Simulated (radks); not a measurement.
**Cd⁴⁵⁺ in 1s1.5 2s1 3d0.5: an all-electron calculation**

The task here is to estimate one member of a computed series from the others.

The numbers are computed with radks (a radial shooting solver on a logarithmic mesh, Libxc functionals) version 1 (Dirac Kohn-Sham, PBE, spin-unpolarised, spherical densities, finite nucleus; open shells fill j = l - 1/2 first), except any that are marked as measured or tabulated.

## The atom as given

```
element            : cadmium (Z = 48)
charge             : +45
electrons          : 3
configuration      : 1s1.5 2s1 3d0.5
nuclear rms radius : 4.6087 fm
```

The first run:

Settings of this run:

```text
Z 48
configuration 1s1.5 2s1 3d0.5 2p0 3s0
relativity Dirac
functional pbe,pbe
spin unpolarised
j_filling energy
nucleus finite rms 4.6087 fm
c 137.035999084
```

The run is started by

```sh
> python run_ks.py task.json out
```

This one command runs every case of the session in turn.

One of the session's tables, all rows but one given; the rest of the session is left out.

It belongs to the step «Shells». From the orbitals of this run (lengths in bohr):

```
level     <r>  outermost maximum (interpolated)  90 % within  nodes
1s1/2       ?                                 ?            ?      ?
2s1/2  0.1219                             0.106        0.187      1
2p1/2  0.1014                            0.0804        0.164      0
2p3/2  0.1059                            0.0843        0.170      0
3s1/2  0.2804                             0.271        0.406      2
3d3/2  0.2248                             0.192        0.340      0
3d5/2  0.2270                             0.194        0.342      0
```

**Question.** Estimate the row for 1s1/2.

The run gave: <r>: 0.03012; outermost maximum (interpolated): 0.0196; 90 % within: 0.0540; nodes: 0. In the column «<r>» it is the lowest.
